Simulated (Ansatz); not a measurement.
Relaxation of a periodic cell of 17 atoms, Si16Au (host Si, host structure diamond, interstitial Au), to a largest force component of 0.03 eV/Å in at most 60 steps.

Method: DFT PBE, scalar-relativistic, plane waves, PAW in Ansatz. Settings: PAW set soft_1, cutoff 420 eV, k mesh 2x2x2, gaussian smearing 0.05 eV, spin collinear.

```xyz
17
Lattice="0.0000 5.4300 5.4300 5.4300 0.0000 5.4300 5.4300 5.4300 0.0000" Properties=species:S:1:pos:R:3
Si 0.000 0.000 0.000
Si 1.357 1.357 1.357
Si 2.715 2.715 0.000
Si 4.072 4.072 1.357
Si 2.715 0.000 2.715
Si 4.072 1.357 4.072
Si 5.430 2.715 2.715
Si 6.787 4.072 4.072
Si 0.000 2.715 2.715
Si 1.357 4.072 4.072
Si 2.715 5.430 2.715
Si 4.072 6.787 4.072
Si 2.715 2.715 5.430
Si 4.072 4.072 6.787
Si 5.430 5.430 5.430
Si 6.787 6.787 6.787
Au 2.759 2.734 2.684
```

Question: Where does it end, and by what steps?

Answer: It converged. Limits of this set-up: coarse k mesh, a small cell, in which the defect meets its images. After 10 steps the energy has fallen by 1.032 eV; Au17 moved furthest, 1.07 Å. Parted: Si9–Au17 (2.76 → 3.52 Å), Si11–Au17 (2.70 → 3.51 Å), Si13–Au17 (2.75 → 3.52 Å).

```
step  energy less start (eV)  largest force component (eV/Å)  accepted
   0                  0.0000                           1.767       yes
   1                 -0.5767                           0.316       yes
   2                 -0.5937                           0.049       yes
   3                 -0.6218                           0.385       yes
   4                 -0.6482                           0.303       yes
   5                 -0.6714                           0.388       yes
   6                 -0.7524                           0.730       yes
   7                 -0.8645                           0.437       yes
   8                 -0.9646                           0.442       yes
   9                 -1.0252                           0.100       yes
  10                 -1.0318                           0.026       yes
```

```xyz
17
Lattice="0.0000 5.4300 5.4300 5.4300 0.0000 5.4300 5.4300 5.4300 0.0000" Properties=species:S:1:pos:R:3
Si 0.167 -0.155 -0.166
Si 1.176 1.288 1.293
Si 2.568 2.860 -0.101
Si 4.152 4.246 1.281
Si 2.562 -0.097 2.867
Si 4.140 1.289 4.253
Si 5.533 2.861 2.860
Si 6.547 4.308 4.313
Si -0.060 2.692 2.683
Si 1.508 3.935 3.923
Si 2.758 5.488 2.673
Si 3.965 6.897 4.088
Si 2.749 2.692 5.489
Si 3.959 4.100 6.902
Si 5.209 5.654 5.651
Si 6.774 6.896 6.894
Au 3.350 2.080 2.080
```

Whether the end is a true minimum wasn't checked by a vibrational analysis.

The run took 110 s on 2 threads of Arm Neoverse V1 (shared host), peak memory 0.73 GiB.
